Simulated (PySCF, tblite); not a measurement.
**C₆H₁₀OP₂: geometry, infrared bands and NMR shifts**

Aim: predict the infrared bands and NMR shifts of C₆H₁₀OP₂ (`PCCPc1ccoc1`).

Computed with tblite 0.8.0 and PySCF 2.14.0, with density-fitted response routines of our own, on a single molecule in the gas phase. Atoms are numbered from 0 throughout.

## 1. The starting structure

19 atoms, charge 0, multiplicity 1; geometry from: force field or distance geometry start.

Bonds of the start (Å): P0–C1 1.80, C1–C2 1.49, C2–P3 1.86, P3–C4 1.83, C4–C5 1.39, C5–C6 1.38, C6–O7 1.32, O7–C8 1.32, C8–C4 1.39, P0–H9 1.42, P0–H10 1.42, C1–H11 1.11, C1–H12 1.15, C2–H13 1.11, C2–H14 1.12, P3–H15 1.43, C5–H16 1.08, C6–H17 1.09, C8–H18 1.06.

## 2. Relaxing the molecule with GFN2-xTB

What the job is given:

```
{"job": {"kind": "relax", "xc": "GFN2-xTB", "basis": "xTB"}, "charge": 0, "multiplicity": 1}
P      3.084300     1.025000    -0.118600
C      2.631500    -0.626300     0.438100
C      1.185200    -0.896400     0.674400
P      0.119700    -0.667000    -0.837400
C     -1.535000    -0.007800    -0.399200
C     -2.215200     1.059700    -0.977100
C     -3.409500     1.143900    -0.294500
O     -3.447600     0.196600     0.626700
C     -2.348000    -0.531800     0.600100
H      2.550300     2.150700     0.570400
H      3.425900     1.187200    -1.483500
H      3.091300    -1.389500    -0.226900
H      3.111200    -0.797300     1.466600
H      0.837000    -0.268200     1.517500
H      1.123700    -1.943700     1.060000
H      0.070300    -1.836600    -1.662200
H     -1.878700     1.704100    -1.777900
H     -4.228200     1.853900    -0.445100
H     -2.177900    -1.347500     1.261100
```

Launch:

```console
$ OMP_NUM_THREADS=1 python probes_run.py task.json out
```

One launch serves the whole session: the jobs run in the order shown.

**Question.** This job is followed by: GFN2-xTB harmonic vibrations, gas phase; GIAO PBE0/pcSseg-1 NMR shielding, non-relativistic, gas phase. Predict these results of the whole session: strongest single infrared mode (GFN2-xTB); zero-point energy (GFN2-xTB); ¹³C shifts against TMS (PBE0/pcSseg-1); ¹H shifts against TMS (PBE0/pcSseg-1, means over atoms taken as alike); ³¹P shifts against H3PO4 (PBE0/pcSseg-1); ¹⁷O shifts against H2O (PBE0/pcSseg-1).

The runs gave:

```
                                                              quantity                                         value
                             strongest single infrared mode (GFN2-xTB)                         2260 cm⁻¹, 184 km/mol
                                          zero-point energy (GFN2-xTB)                                 88.1 kcal/mol
                                ¹³C shifts against TMS (PBE0/pcSseg-1)    149.1, 147.9, 125.3, 120.4, 39.9, 18.8 ppm
¹H shifts against TMS (PBE0/pcSseg-1, means over atoms taken as alike)  7.57, 7.55, 6.64, 3.84, 3.17, 2.21, 1.71 ppm
                              ³¹P shifts against H3PO4 (PBE0/pcSseg-1)                            -119.0, -161.0 ppm
                                ¹⁷O shifts against H2O (PBE0/pcSseg-1)                                     310.6 ppm
```

**Reading.** Relaxing lowered the energy by 2.886 eV in 216 steps; the close pair that moved most is P0–C1, from 1.800 to 1.860 Å. All 51 modes are real, so the xTB geometry is a minimum. The strongest single mode, at 2260 cm⁻¹, moves mainly H9 and H10. GFN2-xTB is a fitted tight-binding method: band positions and strengths are rough. Its intensities can rank the bands wrongly. At PBE0/pcSseg-1: Shielding is most anisotropic at O7 (span 375 ppm, paramagnetic term -374 ppm). NICS(1)zz of -26 ppm above the planar ring from C4 marks a diatropic (aromatic) ring current.
